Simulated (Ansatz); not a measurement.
The system is RuS.

```
CELL_PARAMETERS angstrom
3.36897 0.00000 0.00000
-1.68448 2.91761 0.00000
0.00000 0.00000 3.28795
ATOMIC_POSITIONS crystal
Ru 0.00000 0.00000 0.00000
S 0.66667 0.33333 0.50000
```

The cell comes from a database or a generator and needn't be the stable form of this composition.

```yaml
Program: Ansatz 0.2.0
Task: relaxation of cell and atoms
Functional: PBE
Potentials_or_basis: Ansatz PAW
Cutoff: "420 eV (not typed: the program's choice for these potentials)"
k_mesh: 9 × 9 × 8
Occupations: fermi-dirac, width 0.05 eV
Spin: no spin polarisation
```

At the start: volume 16.16 Å³/atom.

Q: How do energy, volume and symmetry change on relaxing?

A: It ends after 8 steps and the volume is 14.13 Å³/atom (-12.6 %); space group P-6m2 (No. 187, to 0.05 Å).

The path:
```tsv
step	energy change (eV)	largest force (eV/Å)	volume (Å³)
1	0.0000	0.0000	32.32
2	-0.1683	0.0000	28.46
3	-0.1816	0.0000	28.79
4	-0.2056	0.0000	28.57
5	-0.2088	0.0000	28.22
6	-0.2089	0.0000	28.24
7	-0.2089	0.0000	28.25
8	-0.2079	0.0000	28.25
```

Final structure:
```
Ru S
1.0
     3.08191    0.00000    0.00000
    -1.54095    2.66901    0.00000
     0.00000    0.00000    3.43462
Ru S
1 1
Direct
  0.00000 0.00000 0.00000
  0.66667 0.33333 0.50000
```

Caveat: the plane-wave basis is chosen anew once the cell has moved, so the energies of steps on either side of that aren't comparable.
